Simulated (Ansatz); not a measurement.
# CH6Ge: the cost of one run

Computed with Ansatz 0.2.0, Gaussian basis. Level: PBE0-D4/def2-TZVP structures, single points in def2-TZVPP, no counterpoise correction.

Levels: SPW92, PBE-D4, BLYP-D4, r2SCAN-D4, B97M-V, PBE0-D4, B3LYP-D4, r2SCAN0-D4, BHLYP-D4, CAM-B3LYP-D4, wB97X-V, wB97M-V, B2PLYP, PBE-QIDH, RPA on PBE, Hartree-Fock, MP2, CCSD, CCSD(T).

Cores are frozen in the correlated methods. Filled d shells of the heavier atoms are correlated. B3LYP uses VWN-RPA correlation. B2PLYP carries no dispersion term here.

94 further runs of the same task are left out: 94 set aside as unsound or not needed.

## 1. Where the work starts

The complex: 10 atoms, charge 0, spin multiplicity 1.

Atoms are counted from 1 here; the program's logs count them from 0.

Bond lengths: Ge1–H3 1.537 Å, Ge1–H4 1.537 Å, Ge1–H5 1.550 Å, Ge1–C7 1.949 Å, Cl2–H6 1.286 Å, C7–H8 1.091 Å, C7–H9 1.090 Å, C7–H10 1.090 Å. Angles: H3–Ge1–H4 109.4°, H3–Ge1–H5 107.2°, H3–Ge1–C7 111.4°, H4–Ge1–H5 107.2°, H4–Ge1–C7 111.4°, H5–Ge1–C7 110.1°, Ge1–C7–H8 109.9°, Ge1–C7–H9 110.4°, Ge1–C7–H10 110.4°, H8–C7–H9 108.8°, H8–C7–H10 108.8°, H9–C7–H10 108.5°.

As a file:

```xyz
10

Ge   -1.0378   -0.1506   -0.5270
Cl    2.8096    1.4061   -0.6877
H    -1.4692   -1.4497   -1.2265
H    -2.2806    0.7020   -0.2241
H    -0.1696    0.6456   -1.5335
H     1.6234    1.1405   -1.1069
C    -0.0166   -0.5197    1.0915
H    -0.6297   -1.0804    1.7981
H     0.2988    0.4121    1.5618
H     0.8716   -1.1058    0.8543
```

Its parts: CH6Ge holds atoms 1, 3, 4, 5, 7, 8, 9, 10; HCl holds atoms 2, 6. Each part counts its atoms afresh in its own runs.

## 2. Relaxing CH6Ge alone

File relax-a/in.yaml:

```yaml
crystal:
  periodic: [false, false, false]
  atoms:
    - {symbol: Ge, position_ang: [-1.037839, -0.150646, -0.526970]}
    - {symbol: H, position_ang: [-1.469212, -1.449715, -1.226541]}
    - {symbol: H, position_ang: [-2.280566, 0.701975, -0.224137]}
    - {symbol: H, position_ang: [-0.169580, 0.645569, -1.533512]}
    - {symbol: C, position_ang: [-0.016629, -0.519668, 1.091511]}
    - {symbol: H, position_ang: [-0.629659, -1.080399, 1.798064]}
    - {symbol: H, position_ang: [0.298844, 0.412053, 1.561835]}
    - {symbol: H, position_ang: [0.871625, -1.105834, 0.854317]}
basis:
  gaussian: {orbitals: def2-TZVP}
hamiltonian: {xc: pbe0, dispersion: d4}
relax: {f_tol: 0.005, max_steps: 200}
```

Started as:

```sh
$ ansatz run in.yaml --threads 4 --pin off --events-out ev --progress --plain --max-ram 9574MiB
```

**Question.** How long does this run take on 4 threads of Arm Neoverse V2, shared host?

About 4.2 s.
